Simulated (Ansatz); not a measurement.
# C₅H₃NS: how energies converge with the basis set

How large a basis does C₅H₃NS need? Two functionals are run in growing sets.

Program: Ansatz 0.2.0, Gaussian basis. Level of theory: one geometry, several basis sets. These are calculated values, not measurements.

Plan: PBE0-D4/def2-SVP; ωB97M-V/def2-SVP; PBE0-D4/def2-QZVPP; ωB97M-V/def2-QZVPP; the functionals' def2-TZVPP values are taken from earlier runs.

## (1) The geometry

An earlier PBE0-D4 in a triple-zeta def2 set relaxation fixed the geometry.

10 atoms, charge 0, spin multiplicity 1.

Atoms are counted from 1 here; the program's logs count them from 0.

Bond lengths: N1–C2 1.153 Å, C2–C3 1.410 Å, C3–C4 1.373 Å, C3–S7 1.718 Å, C4–C5 1.408 Å, C4–H8 1.081 Å, C5–C6 1.367 Å, C5–H9 1.081 Å, C6–S7 1.698 Å, C6–H10 1.080 Å. Angles: N1–C2–C3 179.8°, C2–C3–C4 127.4°, C2–C3–S7 121.2°, C4–C3–S7 111.4°, C3–C4–C5 112.3°, C3–C4–H8 122.7°, C5–C4–H8 125.0°, C4–C5–C6 112.4°, C4–C5–H9 124.1°, C6–C5–H9 123.5°, C5–C6–S7 112.2°, C5–C6–H10 127.9°, S7–C6–H10 119.8°, C3–S7–C6 91.7°.

## (2) PBE0-D4 in def2-SVP

File in.yaml:

```yaml
crystal:
  periodic: [false, false, false]
  atoms:
    - {symbol: N, position_ang: [1.177307, -3.184206, 0.789525]}
    - {symbol: C, position_ang: [0.848870, -2.116605, 0.503531]}
    - {symbol: C, position_ang: [0.452099, -0.810426, 0.151732]}
    - {symbol: C, position_ang: [-0.778513, -0.231986, 0.342778]}
    - {symbol: C, position_ang: [-0.825176, 1.093148, -0.131266]}
    - {symbol: C, position_ang: [0.364117, 1.495870, -0.670750]}
    - {symbol: S, position_ang: [1.543708, 0.276395, -0.608315]}
    - {symbol: H, position_ang: [-1.604050, -0.753641, 0.806757]}
    - {symbol: H, position_ang: [-1.700632, 1.725361, -0.076934]}
    - {symbol: H, position_ang: [0.605269, 2.454889, -1.104057]}
basis:
  gaussian: {orbitals: def2-SVP}
hamiltonian: {xc: pbe0, dispersion: d4}
output: {orbitals: {seedname: orbitals}}
```

On the command line:

```bash
$ ansatz run in.yaml --threads 4 --pin off --events-out ev --progress --plain --max-ram 10444MiB
```

Further steps of the session: ωB97M-V in def2-SVP; PBE0-D4 in def2-QZVPP; ωB97M-V in def2-QZVPP.

Before running them: what should the planned runs give, taken together? Wanted: PBE0-D4: double and triple zeta above quadruple; ωB97M-V: double and triple zeta above quadruple.

**Answer**, as computed:

| quantity | value |
| --- | --- |
| PBE0-D4: double and triple zeta above quadruple | 11.85, 0.66 eV |
| ωB97M-V: double and triple zeta above quadruple | 12.03, 0.61 eV |

What this shows: PBE0-D4 gains 11.19 eV from double to triple zeta, then 0.66 eV more. These are total energies; as a rule much of such shifts cancels in differences, which this series doesn't test.
